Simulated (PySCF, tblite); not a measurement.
# C₃H₆AsB: geometry, infrared bands, NMR shifts and spin-spin couplings

What infrared bands, NMR shifts and spin-spin couplings should C₃H₆AsB (`B[AsH]C1C=C1`) show?

Computed with tblite 0.8.0 and PySCF 2.14.0, with density-fitted response routines of our own, on a single molecule in the gas phase. Atoms count from 0, in the outputs and in this text.

## (1) The starting structure

11 atoms, charge 0, multiplicity 1; geometry from: force field or distance geometry start.

Bonds of the start (Å): B0–As1 2.05, As1–C2 1.97, C2–C3 1.49, C3–C4 1.34, C4–C2 1.50, B0–H5 1.18, B0–H6 1.17, As1–H7 1.60, C2–H8 1.09, C3–H9 1.11, C4–H10 1.08.

## (2) Geometry optimisation with GFN2-xTB

The job: settings as JSON, then the geometry in Å.

```
{"job": {"kind": "relax", "xc": "GFN2-xTB", "basis": "xTB"}, "charge": 0, "multiplicity": 1}
B      2.086300    -0.284200    -0.121800
As     0.756300     1.177200    -0.665200
C     -1.005800     0.304800    -0.685200
C     -1.565600     0.105900     0.680200
C     -1.169100    -1.001500     0.033900
H      2.929500    -0.675000    -0.845800
H      1.933400    -0.747900     0.938800
H      0.771500     2.212100     0.550100
H     -1.681800     0.422400    -1.533100
H     -1.996600     0.562400     1.597000
H     -1.052700    -2.073500     0.025200
```

Command:

```console
OMP_NUM_THREADS=1 python probes_run.py task.json out
```

The driver reads the jobs from task.json and runs them one after another.

**Question.** This job is followed by: GFN2-xTB harmonic vibrations, gas phase; GIAO PBE0/pcSseg-1 NMR shielding, non-relativistic, gas phase; B3LYP/pcJ-1 As:pcSseg-1 indirect spin-spin coupling, non-relativistic, gas phase. Predict these results of the whole session: strongest single infrared mode (GFN2-xTB); zero-point energy (GFN2-xTB); ¹³C shifts against TMS (PBE0/pcSseg-1, means over atoms taken as alike); ¹H shifts against TMS (PBE0/pcSseg-1, means over atoms taken as alike); ¹¹B shifts against BF3·OEt2 (PBE0/pcSseg-1); ⁷⁵As shifts against AsH3 (PBE0/pcSseg-1); largest coupling of the table (B3LYP/pcSseg-1+pcJ-1).

**Answer**, as computed:

| quantity | value |
| --- | --- |
| strongest single infrared mode (GFN2-xTB) | 1864 cm⁻¹, 741 km/mol |
| zero-point energy (GFN2-xTB) | 45.2 kcal/mol |
| ¹³C shifts against TMS (PBE0/pcSseg-1, means over atoms taken as alike) | 129.2, 17.4 ppm |
| ¹H shifts against TMS (PBE0/pcSseg-1, means over atoms taken as alike) | 10.09, 7.54, 3.42, 2.37 ppm |
| ¹¹B shifts against BF3·OEt2 (PBE0/pcSseg-1) | 104.6 ppm |
| ⁷⁵As shifts against AsH3 (PBE0/pcSseg-1) | 607 ppm |
| largest coupling of the table (B3LYP/pcSseg-1+pcJ-1) | ¹J(C,H) C3–H9, 241.2 Hz |

Over 117 steps the energy fell by 0.845 eV; of the close pairs, As1–H7 changed most, 1.596 to 1.507 Å. All 27 modes are real, so the xTB geometry is a minimum. The strongest single mode, at 1864 cm⁻¹, moves mainly H7. GFN2-xTB is a fitted tight-binding method: band positions and strengths are rough. Its intensities can rank the bands wrongly. C3, C4 (mean) (alkene CH) lies farthest downfield among carbon, at 129.2 ppm; as expected for a trigonal carbon in a double bond. At PBE0/pcSseg-1: The widest tensor belongs to As1: span 557 ppm, with a paramagnetic part of -1495 ppm. Of the pairs tabulated at B3LYP/pcSseg-1+pcJ-1, C3–H9 (mean over like pairs) couples most strongly (241.2 Hz; Fermi contact 241.6 Hz). Couplings across rotatable bonds belong to this one conformer; where others are populated, the observed values are averages. Spin-orbit coupling is left out, which matters for shieldings and couplings at and beside the heavy atoms.
